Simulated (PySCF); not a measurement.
# From one method to the next for H2IrS

Aim: see what other levels and later steps give for H2IrS.

Method: method and basis as typed in the scripts; program: PySCF 2.14.0.

3 further runs of the same task are left out: 3 that didn't finish.

### 1 Starting geometry

H2IrS: 4 atoms, charge 0, spin multiplicity 2.

Bond lengths: Ir1–S2 2.135 Å, Ir1–H3 1.595 Å, Ir1–H4 1.595 Å. Angles: S2–Ir1–H3 101.3°, S2–Ir1–H4 101.3°, H3–Ir1–H4 99.6°.

### 2 The base run

Contents of input.py:

```python
from pyscf import gto, scf, mcscf

mol = gto.M(
    atom='Ir 0 -0.0968 -0.2817; S 0 0.5513 1.7525; H 1.2183 0.7432 -0.8771; H -1.2183 0.7432 -0.8771',
    basis='crenbl',
    ecp={'Ir': 'crenbl', 'S': 'crenbl'},
    charge=0,
    spin=1,
    verbose=4,
)
mf = scf.ROHF(mol)
mf.level_shift = 0.3
mf.kernel()
mc = mcscf.CASCI(mf, 4, 3)
mc.kernel()
mc.analyze()
mf.dip_moment()
print('orbital energies (hartree):', mf.mo_energy[..., max(0, mol.nelec[1]-3):mol.nelec[0]+3].round(4))
```

Run with:

```
> OMP_NUM_THREADS=1 python input.py
```

### 3 MP2 (UHF)

Edit 1 changes step after the SCF: casci → mp2; SCF type: ROHF → UHF.

Contents of input.py:

```python
from pyscf import gto, scf, mp

mol = gto.M(
    atom='Ir 0 -0.0968 -0.2817; S 0 0.5513 1.7525; H 1.2183 0.7432 -0.8771; H -1.2183 0.7432 -0.8771',
    basis='crenbl',
    ecp={'Ir': 'crenbl', 'S': 'crenbl'},
    charge=0,
    spin=1,
    verbose=4,
)
mf = scf.UHF(mol)
mf.level_shift = 0.3
mf.kernel()
mp.MP2(mf).kernel()
mf.dip_moment()
print('orbital energies (hartree):', [e[max(0, n-3):n+3].round(4) for e, n in zip(mf.mo_energy, mol.nelec)])
```

### 4 Stability test (UHF)

Edit 2 changes step after the SCF: casci → stability; SCF type: ROHF → UHF.

Contents of input.py:

```python
from pyscf import gto, scf

mol = gto.M(
    atom='Ir 0 -0.0968 -0.2817; S 0 0.5513 1.7525; H 1.2183 0.7432 -0.8771; H -1.2183 0.7432 -0.8771',
    basis='crenbl',
    ecp={'Ir': 'crenbl', 'S': 'crenbl'},
    charge=0,
    spin=1,
    verbose=4,
)
mf = scf.UHF(mol)
mf.level_shift = 0.3
mf.kernel()
mf.stability(internal=True, external=True)
mf.dip_moment()
print('orbital energies (hartree):', [e[max(0, n-3):n+3].round(4) for e, n in zip(mf.mo_energy, mol.nelec)])
```

### 5 Population analysis

Edit 3 changes step after the SCF: casci → analyze.

input.py: that of step 2 with these lines changed.

```diff
@@ -1,2 +1,2 @@
-from pyscf import gto, scf, mcscf
+from pyscf import gto, scf
 
@@ -13,5 +13,3 @@
 mf.kernel()
-mc = mcscf.CASCI(mf, 4, 3)
-mc.kernel()
-mc.analyze()
+mf.mulliken_pop()
 mf.dip_moment()
```

### 6 Geometry optimisation

Edit 4 changes step after the SCF: casci → optimize.

Contents of input.py:

```python
from pyscf import gto, scf
from pyscf.geomopt.geometric_solver import optimize

mol = gto.M(
    atom='Ir 0 -0.0968 -0.2817; S 0 0.5513 1.7525; H 1.2183 0.7432 -0.8771; H -1.2183 0.7432 -0.8771',
    basis='crenbl',
    ecp={'Ir': 'crenbl', 'S': 'crenbl'},
    charge=0,
    spin=1,
    verbose=4,
)
mf = scf.ROHF(mol)
mf.level_shift = 0.3
mf.kernel()
mol_eq = optimize(mf, maxsteps=30)
print('optimised geometry (angstrom)')
print(mol_eq.tostring('raw'))
print('orbital energies (hartree):', mf.mo_energy[..., max(0, mol.nelec[1]-3):mol.nelec[0]+3].round(4))
```

What does the calculation give? Wanted: for each run, E(SCF); from base; gap, α spin; SCF dipole; after the SCF.

As calculated:

```csv
run,E(SCF) (hartree),from base (eV),cycles,"gap, α spin (eV)",SCF dipole (D),after the SCF
base,-114.952289,0,20,n/a,3.17,CASCI correlation -0.047 eV
MP2 (UHF),-114.955810,-0.0958,30,10.45,3.21,MP2 correlation -9.049 eV
stability test (UHF),-114.955810,-0.0958,30,10.45,3.21,stable
population analysis,-114.952289,0.0000,20,n/a,3.17,n/a
geometry optimisation,-114.952289,0.0000,20,n/a,n/a,-0.254 eV
```

SCF columns refer to the geometry typed in the script.

The dearest run is “geometry optimisation”, at 19 s against 2.7 s.
